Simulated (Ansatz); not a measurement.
# Sr: lattice vibrations

Aim: phonons by finite displacements on a 2×2×2 mesh of wavevectors, at three volumes, and the mode Grüneisen parameters. Runs: reference run (LAPW); volume scaled by 0.980 (LAPW); volume scaled by 1.020 (LAPW); mode Grüneisen parameters (LAPW). Companion runs by PAW are cited.

This is Sr in the hcp structure; at room conditions it is fcc.

Computed with Ansatz 0.2.0 (DFT PBEsol, all-electron LAPW, scalar-relativistic unless said, unless a step's input says otherwise).

**1. Starting point**

Symmetry: P6_3/mmc, No. 194, hexagonal system. The conventional cell has a = 4.190 Å, b = 4.190 Å, c = 6.889 Å, α = 90.00°, β = 90.00°, γ = 120.00°. Around Sr (site symmetry -6m2) lie 12 Sr at 4.19 to 4.21 Å.

Structure file:

```
Sr
1.0
     4.19042    0.00000    0.00000
    -2.09521    3.62901    0.00000
     0.00000    0.00000    6.88922
Sr
2
Direct
  0.33333 0.66667 0.25000
  0.66667 0.33333 0.75000
```

Cartesian axes are those of the input's lattice vectors. The structure goes back to a database entry.

**2. Reference run, LAPW**

File input.yaml:

```yaml
crystal:
  lattice:
    - [4.19041897813, 0.0, 0.0]
    - [-2.09520948907, 3.62900928756, 0.0]
    - [0.0, 0.0, 6.88922076691]
  atoms:
    - { symbol: Sr, position: [0.333333333333, 0.666666666667, 0.25] }
    - { symbol: Sr, position: [0.666666666667, 0.333333333333, 0.75] }
kpoints:
  mp_grid: { grid: [10, 10, 6] }
scf:
  occupations: { method: fermi_dirac, width: 0.08 }
hamiltonian:
  xc: pbesol
  pseudopotentials: { kind: all_electron, lapw: { basis_error: 0.0005 } }
phonons:
  qmesh: [2, 2, 2]
  qpath:
    path:
      - [0.0, 0.0, 0.0]
      - [0.5, 0.0, 0.0]
      - [0.3333333333, 0.3333333333, 0.0]
      - [0.0, 0.0, 0.0]
      - [0.0, 0.0, 0.5]
      - [0.5, 0.0, 0.5]
      - [0.3333333333, 0.3333333333, 0.5]
      - [0.0, 0.0, 0.5]
      - [0.5, 0.0, 0.5]
    npoints: 6
  temperatures: { t_min: 0, t_max: 1000, t_step: 100 }
```

On the command line:

```
> ansatz run input.yaml --threads 1 --pin off --max-ram 3072MiB --backend cpu --events-out ev --progress --plain --runs-dir out
```

**3. Volume scaled by 0.980, LAPW**

Edit input.yaml of step 2 so:

```diff
@@ -2,5 +2,5 @@
   lattice:
-    - [4.19041897813, 0.0, 0.0]
-    - [-2.09520948907, 3.62900928756, 0.0]
-    - [0.0, 0.0, 6.88922076691]
+    - [4.16229451342, 0.0, 0.0]
+    - [-2.08114725671, 3.60465278666, 0.0]
+    - [0.0, 0.0, 6.84298299275]
   atoms:
```

**4. Volume scaled by 1.020, LAPW**

Edit input.yaml of step 3 so:

```diff
@@ -2,5 +2,5 @@
   lattice:
-    - [4.16229451342, 0.0, 0.0]
-    - [-2.08114725671, 3.60465278666, 0.0]
-    - [0.0, 0.0, 6.84298299275]
+    - [4.21817090596, 0.0, 0.0]
+    - [-2.10908545298, 3.65304316207, 0.0]
+    - [0.0, 0.0, 6.93484607514]
   atoms:
```

(Steps that only read results are left out.)

What does the calculation give? Wanted: highest mode on the mesh, without the LO shift; optical modes at Γ.

The runs gave:

| quantity | value |
| --- | --- |
| highest mode on the mesh, without the LO shift (LAPW) | 100 cm⁻¹ |
| optical modes at Γ | 43 (E2g), 96 (B1g) cm⁻¹ |
| mean Grüneisen parameter at 300 K (LAPW) | 0.97 |

What this shows: No mode on the mesh is unstable; the highest lies at 100 cm⁻¹ by LAPW. Weighted by heat capacity at 300 K the mean Grüneisen parameter of the sampled modes is 0.97, which points to expansion on heating. PAW differs from LAPW by at most 0.1 cm⁻¹. Each set of modes is computed in the harmonic approximation. Cautions: responses of metals move with mesh and smearing.
